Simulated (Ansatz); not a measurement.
I need energies of removing a hydrogen of CH₄Cl₂OSn, SMILES C[O][SnH]([Cl])[Cl]. Use the Python package of Ansatz (0.2.0). Settings (for the species named): CAM-B3LYP, def2-TZVP basis, multiplicity 1.

Contents of `ch4cl2osn.xyz`:
```text
9

C    -0.54730    0.10510    1.34890
O    -0.69520    0.86720    0.13820
Sn    0.48750   -0.00370   -1.19270
Cl   -0.29400   -2.08650   -1.79980
Cl    0.71660    1.35140   -3.10620
H    -0.92920   -0.88510    1.19290
H     0.46890    0.18280    1.73860
H    -1.22400    0.63670    2.08230
H     2.10530   -0.21420   -0.41930
```

Script `bde_ch4cl2osn.py`:
```python
"""X-H bond energies of CH4Cl2OSn without relaxation."""

import ansatz as az


def total_energy(molecule, charge=0, unpaired=0):
    calc = (
        molecule.calculation()
        .basis(gaussian="def2-TZVP")
        .functional("CAM-B3LYP")
    )
    if charge:
        calc = calc.charge(charge)
    if unpaired:
        calc = calc.spin("collinear", total=unpaired)
    report = calc.run(threads=1, backend="cpu").report
    if report["published_state_doubts"]:
        print("  doubts:", report["published_state_doubts"])
    return report["free_energy_ev"]

def without(molecule, index):
    rest = az.Crystal.molecule()
    for i, site in enumerate(molecule.cartesian_sites):
        if i != index:
            rest = rest.atom(site.symbol, site.position_ang)
    return rest


def main() -> None:
    system = az.Crystal.molecule_from_extxyz("ch4cl2osn.xyz")

    whole = total_energy(system, 0)
    hydrogen = total_energy(az.Crystal.molecule().atom("H", (0, 0, 0)), 0, 1)
    print(f"E(molecule) = {whole:.5f} eV, E(H) = {hydrogen:.5f} eV")
    for index in [7, 8]:
        radical = total_energy(without(system, index), 0, 1)
        print(f"H{index}: homolysis {(radical + hydrogen - whole):.3f} eV")
        anion = total_energy(without(system, index), -1)
        print(f"H{index}: loss of a proton {(anion - whole):.3f} eV")


if __name__ == "__main__":
    main()
```

Running `python bde_ch4cl2osn.py` prints:
```text
E(molecule) = -34029.29011 eV, E(H) = -13.57334 eV
H7: homolysis 4.653 eV
H7: loss of a proton 17.093 eV
H8: homolysis 3.042 eV
H8: loss of a proton 13.909 eV
```

Total energies depend on the basis set; only differences at equal settings carry meaning. The geometry is a force-field or estimated start, not a minimum of this method, and the basis set is short of its limit. All parts are taken at fixed geometry, without zero-point energy. def2 sets replace the cores of elements past krypton by effective core potentials. The spin-orbit lowering of heavy atoms is left out. Anions want diffuse functions, which this basis lacks. It ran for 45 s on 1 thread of Intel(R) Xeon(R) 6975P-C (Granite Rapids), with other jobs on the host, peak memory 0.93 GiB.
